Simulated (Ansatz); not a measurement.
# CH3Cl3SeSn: a ladder of functionals and wavefunction methods

The task here is to estimate one member of a computed series from the others.

Method: functionals in def2-TZVPP, the program's frozen cores in correlated methods; program: Ansatz 0.2.0, Gaussian basis.

The runs, in order: LDA (SPW92), PBE-D4, revPBE-D4, BLYP-D4, r2SCAN-D4, B97M-V, PBE0-D4, B3LYP-D4, r2SCANh-D4, r2SCAN0-D4, HSE06-D4, BHLYP-D4, CAM-B3LYP-D4, LC-ωPBE, ωB97X-V, ωB97M-V, B2PLYP, PBE-QIDH; CCSD(T)/def2-SVP; MP2/def2-TZVPP; MP2/def2-QZVPP; RPA on PBE.

### Structure used throughout

All runs share one geometry, relaxed beforehand with PBE0-D4 in a triple-zeta def2 set. Sn takes the def2 core potential; no spin-orbit term is included.

SMILES `C[Se][Sn]([Cl])([Cl])[Cl]`, 9 atoms, charge 0, spin multiplicity 1.

Atoms are counted from 1 here; the program's logs count them from 0.

Bond lengths: C1–Se2 1.962 Å, C1–H7 1.089 Å, C1–H8 1.087 Å, C1–H9 1.087 Å, Se2–Sn3 2.484 Å, Sn3–Cl4 2.312 Å, Sn3–Cl5 2.300 Å, Sn3–Cl6 2.312 Å. Angles: Se2–C1–H7 105.0°, Se2–C1–H8 110.4°, Se2–C1–H9 110.4°, H7–C1–H8 109.7°, H7–C1–H9 109.7°, H8–C1–H9 111.4°, C1–Se2–Sn3 95.1°, Se2–Sn3–Cl4 111.9°, Se2–Sn3–Cl5 111.4°, Se2–Sn3–Cl6 111.8°, Cl4–Sn3–Cl5 108.4°, Cl4–Sn3–Cl6 104.7°, Cl5–Sn3–Cl6 108.4°.

Set-up of the first run:

Input file in.yaml:

```yaml
crystal:
  periodic: [false, false, false]
  atoms:
    - {symbol: C, position_ang: [0.028623, -1.155630, 1.319003]}
    - {symbol: Se, position_ang: [1.553494, -0.306633, 0.422934]}
    - {symbol: Sn, position_ang: [0.170164, 1.013443, -1.162485]}
    - {symbol: Cl, position_ang: [-1.171642, -0.341593, -2.468882]}
    - {symbol: Cl, position_ang: [1.479687, 2.294165, -2.554197]}
    - {symbol: Cl, position_ang: [-1.303836, 2.410955, -0.058982]}
    - {symbol: H, position_ang: [0.469603, -1.797379, 2.080246]}
    - {symbol: H, position_ang: [-0.599783, -0.404481, 1.791649]}
    - {symbol: H, position_ang: [-0.537810, -1.759146, 0.613715]}
basis:
  gaussian: {orbitals: def2-TZVPP}
hamiltonian: {xc: lda}
output: {orbitals: {seedname: orbitals}}
```

On the command line:

```sh
> ansatz run in.yaml --threads 4 --pin off --events-out ev --progress --plain --max-ram 11315MiB
```

Steps of the session up to this table: LDA; PBE-D4 (GGA); revPBE-D4 (GGA); BLYP-D4 (GGA); r2SCAN-D4 (meta-GGA); B97M-V (meta-GGA); B3LYP-D4 (hybrid); r2SCANh-D4 (hybrid); r2SCAN0-D4 (hybrid); HSE06-D4 (hybrid); BHLYP-D4 (hybrid); CAM-B3LYP-D4 (range-separated); LC-ωPBE (range-separated); ωB97X-V (range-separated); ωB97M-V (range-separated); B2PLYP (double hybrid); PBE-QIDH (double hybrid).

One of the session's tables, all rows but one given; the rest of the session is left out.

It belongs to the step «Orbital energies across the functionals». 

```
  functional  HOMO (eV)  LUMO (eV)  gap (eV)
 LDA (SPW92)      -6.50      -3.88      2.61
      PBE-D4      -6.35      -3.58      2.77
   revPBE-D4      -6.30      -3.47      2.82
     BLYP-D4      -6.18      -3.50      2.68
   r2SCAN-D4      -6.64      -3.44      3.19
      B97M-V      -6.71      -3.29      3.42
     PBE0-D4      -7.53      -2.74      4.79
    B3LYP-D4      -7.29      -3.01      4.28
  r2SCANh-D4      -7.07      -3.14      3.93
  r2SCAN0-D4      -7.71      -2.67      5.05
    HSE06-D4      -7.13      -3.11      4.02
    BHLYP-D4      -8.55      -1.80      6.75
CAM-B3LYP-D4      -8.82      -1.78      7.04
     LC-ωPBE     -10.20      -0.60      9.59
     ωB97X-V      -9.84      -0.70      9.15
     ωB97M-V          ?          ?         ?
```

Estimate the missing values for ωB97M-V.

**Answer.** HOMO (eV): -9.69; LUMO (eV): -0.78; gap (eV): 8.91. In the column «HOMO (eV)» it lies between ωB97X-V (-9.84) and CAM-B3LYP-D4 (-8.82).
